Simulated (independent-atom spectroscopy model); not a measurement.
# Angle-resolved XPS of Ta on Al2O3

How does the ratio Ta 3d5/2 / Al 1s change with emission angle for this film?

Method: angle-resolved photoelectron peak ratio of a uniform film on a substrate: exponential attenuation with lengths from TPP-2M (nominal gaps) and the elastic albedo, Dirac-Hartree-Slater cross sections, magic-angle geometry; computed with independent-atom spectroscopy model, version 2.

**1. The sample**

2.6 nm of Ta (14.91 g/cm³) on Al2O3 (3.95 g/cm³).

**2. Calculation**

The inputs of this calculation:

```json
{
  "film": "Ta",
  "film_density": 14.91,
  "base": "Al2O3",
  "base_density": 3.95,
  "photon_energy": 5414.7,
  "film_peak": "Ta 3d5/2",
  "base_peak": "Al 1s",
  "thickness": 2.6,
  "emission_angle": [0, 10, 20, 30, 40, 45, 50, 55]
}
```

Units: film_density in g/cm³, base_density in g/cm³, photon_energy in eV, thickness in nm, emission_angle in degrees.

**Question.** What will these runs give? Wanted: ratio at normal emission; ratio at 55°.

As calculated:

| quantity | value |
| --- | --- |
| ratio at normal emission | 2.50 |
| ratio at 55° | 5.67 |
| attenuation length of the substrate peak in the film | 4.11 nm |
| thickness over that length | 0.63 |

In words: At 0° the substrate keeps 53 % of its signal through 0.63 attenuation lengths of film. At 55° the ratio is 2.3 times as large, since the way out grows as 1/cos θ. Islands, roughness and grazing exit, where elastic scattering matters more, are outside the model.
